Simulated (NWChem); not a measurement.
# BCNF2 (SMILES N#CB(F)F): MP2/6-311+G(d,p)

What is the vertical electron affinity of BCNF2 at MP2/6-311+G**? Input form: an ASE script.

The results are computed with NWChem 7.3.0.

## 1. The structure to begin with

The species is BCNF2 (5 atoms), meant as a singlet with charge 0. As SMILES, `N#CB(F)F`. The shape is that of a PBE0-D4/def2-TZVP optimisation.

Bond lengths: N1–C2 1.150 Å, C2–B3 1.543 Å, B3–F4 1.306 Å, B3–F5 1.306 Å. Angles: N1–C2–B3 180.0°, C2–B3–F4 119.9°, C2–B3–F5 119.9°, F4–B3–F5 120.2°.

## 2. Energy and gradient at MP2/6-311+G(d,p)

The input, cbf2n.xyz:

```xyz
5

N     -0.715100     1.789700     0.801000
C     -0.319400     0.804800     0.359300
B      0.212000    -0.517400    -0.233800
F      1.451200    -0.872800    -0.026200
F     -0.578700    -1.277900    -0.941900
```

The input, run.py:

```python
from ase.io import read
from ase.calculators.nwchem import NWChem

mol = read('cbf2n.xyz')

calc = NWChem(
    label='cbf2n',
    theory='mp2',
    memory='2200 mb',
    basis='6-311+G**',
    basispar='spherical bse',
    scf={'nopen': '0', 'rhf': None, 'thresh': '1e-08', 'maxiter': '80', 'print': 'low'},
    mp2={'freeze': 'core 5', 'tight': None},
)
mol.calc = calc

forces = mol.get_forces()
e = mol.get_potential_energy()
print(f"E = {e:.6f} eV")
print("forces (eV/A):")
for s, f in zip(mol.symbols, forces):
    print(f"{s:2s} {f[0]:10.5f} {f[1]:10.5f} {f[2]:10.5f}")
```

Launch:

```bash
export ASE_NWCHEM_COMMAND="nwchem PREFIX.nwi > PREFIX.nwo"
python run.py
```

Output:

```text
E = -8622.509235 eV
forces (eV/A):
N    -1.03245    2.56946    1.15242
C     1.00443   -2.49932   -1.12110
B    -0.10896    0.27223    0.12269
F     0.40690   -0.10346    0.07574
F    -0.26991   -0.23891   -0.22975
```

The calculator wrote cbf2n.nwi:

```
title "cbf2n"

permanent_dir cbf2n

scratch_dir cbf2n

start cbf2n

geometry units angstrom nocenter noautosym noautoz
  N  -7.1509999999999996e-01 1.7897000000000001e+00 8.0100000000000005e-01
  C  -3.1940000000000002e-01 8.0479999999999996e-01 3.5930000000000001e-01
  B  2.1199999999999999e-01 -5.1739999999999997e-01 -2.3380000000000001e-01
  F  1.4512000000000000e+00 -8.7280000000000002e-01 -2.6200000000000001e-02
  F  -5.7869999999999999e-01 -1.2779000000000000e+00 -9.4189999999999996e-01
end

memory 2200 mb

basis spherical bse noprint
   * library 6-311+G**
end

scf
  nopen 0
  rhf
  thresh 1e-08
  maxiter 80
  print low
end
mp2
  freeze core 5
  tight
end

task mp2 gradient
```

cbf2n.nwo, cut to the lines that bear on the results:

```text
[...]
         Total SCF energy =   -316.089299239928
      One-electron energy =   -701.819537319840
      Two-electron energy =    251.796173557840
 Nuclear repulsion energy =    133.934064522072
[... 81 lines left out ...]
 CPHF converged to   2.3D-07 in   12 iters
[... 3 lines left out ...]
                Dipole Moments (a.u.)
[...]
                         mp2 ENERGY GRADIENTS
    atom               coordinates                        gradient
                 x          y          z           x          y          z
   1 N      -1.351343   3.382043   1.513671    0.020078  -0.049968  -0.022411
   2 C      -0.603578   1.520851   0.678979   -0.019533   0.048604   0.021802
   3 B       0.400622  -0.977744  -0.441818    0.002119  -0.005294  -0.002386
   4 F       2.742370  -1.649353  -0.049511   -0.007913   0.002012  -0.001473
   5 F      -1.093584  -2.414881  -1.779933    0.005249   0.004646   0.004468
[...]
```

Wall time 41 s (1 thread of Intel Xeon 6975P-C (Granite Rapids), shared host); peak memory 0.46 GiB.

## 3. The doublet anion: the energy at UMP2/6-311+G(d,p)

The input, run.py:

```python
from ase import Atoms
from ase.calculators.nwchem import NWChem

molecule = Atoms(['N', 'C', 'B', 'F', 'F'], positions=[
    [-0.715100, 1.789700, 0.801000],
    [-0.319400, 0.804800, 0.359300],
    [0.212000, -0.517400, -0.233800],
    [1.451200, -0.872800, -0.026200],
    [-0.578700, -1.277900, -0.941900],
])

calc = NWChem(
    label='cbf2n',
    theory='mp2',
    memory='2200 mb',
    basis='6-311+G**',
    basispar='spherical bse',
    charge=-1,
    scf={'nopen': '1', 'uhf': None, 'thresh': '1e-08', 'maxiter': '80'},
    mp2={'freeze': 'core 5', 'tight': None},
    task='energy',
)
molecule.calc = calc

print(f"energy = {molecule.get_potential_energy():.6f} eV")
```

Launch:

```bash
export ASE_NWCHEM_COMMAND="nwchem PREFIX.nwi > PREFIX.nwo"
python run.py
```

Output:

```text
energy = -8621.857934 eV
```

The calculator wrote cbf2n.nwi:

```
title "cbf2n"

permanent_dir cbf2n

scratch_dir cbf2n

start cbf2n

geometry units angstrom nocenter noautosym noautoz
  N  -7.1509999999999996e-01 1.7897000000000001e+00 8.0100000000000005e-01
  C  -3.1940000000000002e-01 8.0479999999999996e-01 3.5930000000000001e-01
  B  2.1199999999999999e-01 -5.1739999999999997e-01 -2.3380000000000001e-01
  F  1.4512000000000000e+00 -8.7280000000000002e-01 -2.6200000000000001e-02
  F  -5.7869999999999999e-01 -1.2779000000000000e+00 -9.4189999999999996e-01
end

charge -1

memory 2200 mb

basis spherical bse noprint
   * library 6-311+G**
end

scf
  nopen 1
  uhf
  thresh 1e-08
  maxiter 80
end
mp2
  freeze core 5
  tight
end

task mp2 energy
```

cbf2n.nwo, cut to the lines that bear on the results:

```text
[...]
         Total SCF energy =   -316.069068280388
      One electron energy =   -711.028457111250
      Two electron energy =    261.025324308790
 Nuclear repulsion energy =    133.934064522072
[... 7 lines left out ...]
          Final alpha eigenvalues
[... 33 lines left out ...]
          Final beta eigenvalues
[...]
  Basis functions       =    110
[...]
          Total MP2 energy          -316.847437559880
[...]
```

Run time: 2.1 min. Hardware: 1 thread of Intel Xeon 6975P-C (Granite Rapids), shared host; peak memory 0.38 GiB.

## 4. Summary of results

At MP2/6-311+G**, 5 core orbitals frozen:

| quantity | value |
| --- | --- |
| singlet BCNF2: total energy | -316.87137 Eh |
| singlet BCNF2: dipole moment (of the density that the program reports) | 1.79 D |
| singlet BCNF2: correlation energy (5 core orbitals frozen) | -782.1 mEh |
| singlet BCNF2: largest force on an atom | 2.999 eV/Å |
| doublet anion: total energy | -316.84744 Eh |
| doublet anion: HOMO energy (Hartree–Fock orbitals) (highest over α and β) | -0.25 eV |
| doublet anion: LUMO energy (Hartree–Fock orbitals) (lowest over α and β) | 4.77 eV |
| doublet anion: correlation energy (5 core orbitals frozen) | -778.4 mEh |
| doublet anion: ⟨S²⟩ of the reference determinant | 0.809 |
| vertical electron affinity (to the doublet anion) | -0.651 eV |

**Reading.** The anion lies 0.65 eV (15.0 kcal/mol) above the neutral: the electron isn't bound at this level, and such a value depends on the basis. The largest force (singlet BCNF2) is 3.00 eV/Å: the shape isn't a stationary point for this species at this level.
